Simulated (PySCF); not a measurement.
**[Er(BH4)2]+: other functionals and bases at one geometry**

An exercise on one series of results from a longer session: the logs are not shown, and one member is left open.

Computed with PySCF 2.14.0. Level: several levels, as the steps say, no spin–orbit coupling.

1 further run of the same task is left out (for a known fault of the program).

**The system as given**

11 atoms, charge 1, spin multiplicity 1.

Bond lengths: Er1–B2 2.338 Å, Er1–H4 2.122 Å, Er1–H5 2.201 Å, Er1–H6 2.124 Å, Er1–B7 2.338 Å, Er1–H9 2.122 Å, Er1–H10 2.201 Å, Er1–H11 2.124 Å, B2–H3 1.197 Å, B2–H4 1.272 Å, B2–H5 1.262 Å, B2–H6 1.273 Å, B7–H8 1.197 Å, B7–H9 1.272 Å, B7–H10 1.262 Å, B7–H11 1.273 Å. Angles: B2–Er1–H4 32.7°, B2–Er1–H5 32.1°, B2–Er1–H6 32.7°, B2–Er1–B7 120.2°, B2–Er1–H9 98.6°, B2–Er1–H10 151.9°, B2–Er1–H11 103.7°, H4–Er1–H5 55.2°, H4–Er1–H6 56.0°, H4–Er1–B7 98.6°, H4–Er1–H9 92.1°, H4–Er1–H10 128.3°, H4–Er1–H11 73.6°, H5–Er1–H6 55.1°, H5–Er1–B7 151.9°, H5–Er1–H9 128.3°, H5–Er1–H10 176.0°, H5–Er1–H11 127.9° and more.

Coordinates:

| atom | x (Å) | y (Å) | z (Å) |
| --- | --- | --- | --- |
| Er1 | 0.00005 | -0.00008 | -0.28386 |
| B2 | 2.02659 | -0.02683 | 0.88257 |
| H3 | 3.01965 | -0.03267 | 1.55052 |
| H4 | 1.20114 | -0.94475 | 1.18836 |
| H5 | 2.19453 | -0.15167 | -0.36149 |
| H6 | 1.33466 | 1.03457 | 1.00424 |
| B7 | -2.02662 | 0.02686 | 0.88243 |
| H8 | -3.01945 | 0.03275 | 1.55070 |
| H9 | -1.20104 | 0.94469 | 1.18819 |
| H10 | -2.19477 | 0.15173 | -0.36157 |
| H11 | -1.33474 | -1.03460 | 1.00404 |

Formal oxidation states: Er +3. Each metal's 11 4f electrons lie in its core potential, so multiplicities, spins and levels count the valence alone. An earlier session relaxed this geometry at PBE0, Er lcecp-1-SVP with ECP57, B def2-SVP, H def2-SVP (singlet, point group C2).

At PBE0 on the finer grid: E = -92.383187 Eh, HOMO -14.11 eV, LUMO -7.79 eV, Mulliken charge on Er1 +0.96 e, largest force component 0.017 eV/Å. 

Levels to run: M06-L; BLYP; PBE0, TZVP. Hardware: 2 threads of Arm Neoverse V2, shared host.

Set-up of the first run:

run.py (the lines that set the calculation)

```python
mol = gto.M(atom='''
Er     0.00005    -0.00008    -0.28386
B      2.02659    -0.02683     0.88257
H      3.01965    -0.03267     1.55052
H      1.20114    -0.94475     1.18836
H      2.19453    -0.15167    -0.36149
H      1.33466     1.03457     1.00424
B     -2.02662     0.02686     0.88243
H     -3.01945     0.03275     1.55070
H     -1.20104     0.94469     1.18819
H     -2.19477     0.15173    -0.36157
H     -1.33474    -1.03460     1.00404''',
    basis={'Er': 'lcecp-1-SVP', 'B': 'def2-SVP', 'H': 'def2-SVP'},
    ecp={'Er': 'lcecp-1-SVP'},
    charge=1, spin=0)
mf = dft.RKS(mol, xc='M06L')
mf.grids.atom_grid = (75, 302)  # f atoms: unpruned, at least (60, 302)
mf = mf.density_fit()  # fitting sets: Er AutoAux, B def2-universal-JKFIT, H def2-universal-JKFIT
mf.conv_tol = 1e-08; mf.max_cycle = 55
mf.kernel(dm0)  # dm0: the density of the relaxed state
```

On the command line:

```bash
> OMP_NUM_THREADS=2 python run.py
```

Among the steps run: M06-L; BLYP; PBE0, TZVP.

One table of the session follows, with a row left open; its other results are not shown here.

```
              level  HOMO (eV)  gap (eV)  charge on Er1 (e)  dipole (D)  largest force component (eV/Å)
PBE0 (relaxed here)     -14.11      6.32               0.96        3.91                            0.02
              M06-L     -12.78      5.01               1.26        4.08                            0.27
               BLYP          ?         ?                  ?           ?                               ?
         PBE0, TZVP     -14.12      6.37               1.19        3.86                            0.28
```

Estimate the missing values for BLYP.

The run gave: HOMO (eV): -12.58; gap (eV): 3.95; charge on Er1 (e): 0.66; dipole (D): 3.62; largest force component (eV/Å): 0.56. In the column «HOMO (eV)» it is the highest.

The dipole of a charged species depends on the origin, so these sizes hold for this origin alone.

In one basis the HOMO–LUMO gap runs from 3.95 eV (BLYP) to 6.32 eV (PBE0). The largest leftover force, 0.56 eV/Å with BLYP, stands at a geometry relaxed at another level. With 4f in the core, its levels are missing from HOMO and gap, and its count is fixed, so no charge can pass from the ligands into it. Total energies of different levels can't be compared.
